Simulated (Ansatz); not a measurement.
# Zr2Si2C: the cost of one run

Computed with Ansatz 0.2.0 (DFT PBE, scalar-relativistic, plane waves, PAW, unless a step's input says otherwise).

## (1) The structure to begin with

Symmetry: I4/mmm, No. 139, tetragonal system. Conventional cell: a = 4.018 Å, b = 4.018 Å, c = 9.211 Å, α = 90.00°, β = 90.00°, γ = 90.00°. Zr (site symmetry 4mm) has 1 Zr at 2.30 Å and 4 Si at 2.32 Å and 4 C at 3.07 Å as nearest neighbours. Around Si (site symmetry -4m2) lie 4 Zr at 2.32 Å. Around C (site symmetry 4/mmm) lie 8 Si at 3.06 Å and 10 Zr at 3.07 to 3.45 Å.

As a file:

```cif
data_structure
_symmetry_space_group_name_H-M 'I4/mmm'
_symmetry_Int_Tables_number 139
_cell_length_a 4.0180
_cell_length_b 4.0180
_cell_length_c 9.2112
_cell_angle_alpha 90.000
_cell_angle_beta 90.000
_cell_angle_gamma 90.000
_cell_volume 148.70
loop_
_atom_site_label
_atom_site_type_symbol
_atom_site_symmetry_multiplicity
_atom_site_Wyckoff_symbol
_atom_site_fract_x
_atom_site_fract_y
_atom_site_fract_z
_atom_site_occupancy
Zr1 Zr 4 e 0.00000 0.00000 0.37500 1
Si1 Si 4 d 0.00000 0.50000 0.25000 1
C1 C 2 a 0.00000 0.00000 0.00000 1
```

The cell is invented: species swapped into a database cell of LaSi2Pt2 (I4/mmm, No. 139), with C on the La sites, Zr on the Si sites and Si on the Pt sites. The dimensions are guesses.

## (2) A first look at the guess

The input, input.yaml:

```yaml
crystal:
  lattice:
    - [-2.00897534, 2.00897534, 4.60558719]
    - [2.00897534, -2.00897534, 4.60558719]
    - [2.00897534, 2.00897534, -4.60558719]
  atoms:
    - { symbol: Zr, position: [0.375, 0.375, 0.0] }
    - { symbol: Zr, position: [0.625, 0.625, 0.0] }
    - { symbol: Si, position: [0.75, 0.25, 0.5] }
    - { symbol: Si, position: [0.25, 0.75, 0.5] }
    - { symbol: C, position: [0.0, 0.0, 0.0] }
basis:
  ecutwfc: 420
kpoints:
  mp_grid: { grid: [6, 6, 6] }
hamiltonian:
  xc: pbe
scf:
  occupations: { method: gaussian, width: 0.1 }
  lower_state_search: "off"
output:
  forces: true
  stress: true
  eigenvalues: true
```

Command:

```console
> ansatz run input.yaml --threads 1 --pin off --max-ram 2560MiB --backend cpu --events-out ev --progress --plain --runs-dir out
```

**Question.** How long does this run take on 1 thread of AMD EPYC 9R45 (Zen 5), shared host, and how much memory does it need?

About 1.7 s, with a peak of 0.44 GiB.
